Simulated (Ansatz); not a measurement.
# Rh4C: the cost of one run

Program: Ansatz 0.2.0. Level of theory: DFT PBEsol, scalar-relativistic, plane waves, PAW. These are calculated values, not measurements.

5 further runs of the same task are left out: 3 that didn't finish, 2 set aside as unsound or not needed.

## Step 1: The starting structure

The structure is tetragonal, space group P4mm (No. 99). The conventional cell has a = 2.673 Å, b = 2.673 Å, c = 22.670 Å, α = 90.00°, β = 90.00°, γ = 90.00°. Around Rh (site symmetry 4mm) lie 8 Rh at 2.67 Å. Around Rh (site symmetry 4mm) lie 12 Rh at 2.67 to 2.68 Å. Rh (site symmetry 4mm) is surrounded by 12 Rh at 2.62 to 2.68 Å. Rh (site symmetry 4mm) is surrounded by 8 Rh at 2.62 to 2.67 Å.

Structure file:

```
CELL_PARAMETERS angstrom
2.67286 0.00000 0.00000
0.00000 2.67286 0.00000
0.00000 0.00000 22.66999
ATOMIC_POSITIONS crystal
Rh 0.50000 0.50000 0.37495
Rh 0.00000 0.00000 0.45832
Rh 0.50000 0.50000 0.54191
Rh 0.00000 0.00000 0.62202
```

Planes are indexed in the bulk's conventional cell (Fm-3m (No. 225)), a = 3.780 Å, b = 3.780 Å, c = 3.780 Å, α = 90.00°, β = 90.00°, γ = 90.00°.

It is a (100) slab, 5.7 Å thick as cut, with 17 Å of vacuum; its outer planes are Rh (top) and Rh (bottom). An earlier relaxation, lower half held, gave -25352.3843 eV, work function 5.23 eV.

## Step 2: Start: C, top (Rh)

The input, input.yaml:

```yaml
crystal:
  lattice:
    - [2.6728587948, 0.0, 0.0]
    - [0.0, 2.6728587948, 0.0]
    - [0.0, 0.0, 24.6699897369]
  atoms:
    - { symbol: Rh, position: [0.5, 0.5, 0.3445481774] }
    - { symbol: Rh, position: [0.0, 0.0, 0.4211593394] }
    - { symbol: Rh, position: [0.5, 0.5, 0.4979727068] }
    - { symbol: Rh, position: [0.0, 0.0, 0.5715952315] }
    - { symbol: C, position: [0.0, 0.0, 0.6599617053] }
basis:
  ecutwfc: 420
kpoints:
  mp_grid: { grid: [11, 11, 1] }
hamiltonian:
  xc: pbesol
scf:
  occupations: { method: gaussian, width: 0.1 }
output:
  forces: true
  eigenvalues: true
  write_density: true
  write_potential: true
  elf: true
  volumetric_format: npy
relax:
  adjacent_minimum: "off"
  f_tol: 0.03
  max_steps: 70
  constraints: [{ sites: [0, 1] }]
efield:
  axis: 3
  dipole_correction: true
  ramp_width: 0.04
```

Run with:

```bash
> ansatz run input.yaml --threads 1 --pin off --max-ram 2560MiB --backend cpu --events-out ev --progress --plain --runs-dir out
```

What time and memory should one allow on 1 thread of Arm Neoverse V1, shared host?

About 2.8 min, with a peak of 0.42 GiB.
